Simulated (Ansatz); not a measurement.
# C₂H₅BSeSi: small, medium and large basis sets

How large a basis does C₂H₅BSeSi need? Two functionals are run in growing sets.

Computed with Ansatz 0.2.0, Gaussian basis. Level: one geometry, several basis sets.

Levels to be run: PBE0-D4/def2-SVP; ωB97M-V/def2-SVP; PBE0-D4/def2-QZVPP; ωB97M-V/def2-QZVPP; the functionals' def2-TZVPP values are taken from earlier runs.

## 1. The geometry

All runs share one geometry, relaxed beforehand with PBE0-D4 in a triple-zeta def2 set.

SMILES `C#CB[SiH2][SeH]`, 10 atoms, charge 0, spin multiplicity 1.

Atoms are counted from 1 here; the program's logs count them from 0.

Bond lengths: C1–C2 1.208 Å, C1–H6 1.065 Å, C2–B3 1.520 Å, B3–Si4 1.959 Å, B3–H7 1.197 Å, Si4–Se5 2.378 Å, Si4–H8 1.483 Å, Si4–H9 1.483 Å, Se5–H10 1.469 Å. Angles: C2–C1–H6 179.2°, C1–C2–B3 178.5°, C2–B3–Si4 121.3°, C2–B3–H7 122.1°, Si4–B3–H7 114.7°, B3–Si4–Se5 62.6°, B3–Si4–H8 123.0°, B3–Si4–H9 125.5°, Se5–Si4–H8 106.3°, Se5–Si4–H9 107.5°, H8–Si4–H9 111.3°, Si4–Se5–H10 91.6°.

## 2. PBE0-D4 in def2-SVP

in.yaml reads:

```yaml
crystal:
  periodic: [false, false, false]
  atoms:
    - {symbol: C, position_ang: [1.641325, 1.757556, 0.884145]}
    - {symbol: C, position_ang: [1.204449, 0.694653, 0.512536]}
    - {symbol: B, position_ang: [0.630458, -0.643618, 0.078110]}
    - {symbol: Si, position_ang: [-1.280733, -1.036908, 0.252835]}
    - {symbol: Se, position_ang: [-0.482316, -0.428676, -1.902885]}
    - {symbol: H, position_ang: [2.040871, 2.688395, 1.212785]}
    - {symbol: H, position_ang: [1.322330, -1.601381, -0.110616]}
    - {symbol: H, position_ang: [-1.840292, -2.403763, 0.119592]}
    - {symbol: H, position_ang: [-2.329350, -0.059504, 0.631693]}
    - {symbol: H, position_ang: [-0.823842, 0.982046, -1.675394]}
basis:
  gaussian: {orbitals: def2-SVP}
hamiltonian: {xc: pbe0, dispersion: d4}
output: {orbitals: {seedname: orbitals}}
```

Further steps of the session: ωB97M-V in def2-SVP; PBE0-D4 in def2-QZVPP; ωB97M-V in def2-QZVPP.

Before running them: what should the planned runs give, taken together? Wanted: PBE0-D4: double and triple zeta above quadruple; ωB97M-V: double and triple zeta above quadruple.

The runs gave:

```
                                       quantity           value
PBE0-D4: double and triple zeta above quadruple  15.60, 1.79 eV
ωB97M-V: double and triple zeta above quadruple  15.67, 1.71 eV
```

In words: For PBE0-D4 the step from double to triple zeta gains 13.81 eV and the next only 1.79 eV. These are total energies; as a rule much of such shifts cancels in differences, which this series doesn't test. The LUMO of ωB97M-V is positive and keeps falling with the basis (1.04 to 0.48 eV): an unbound level that the basis holds in place.
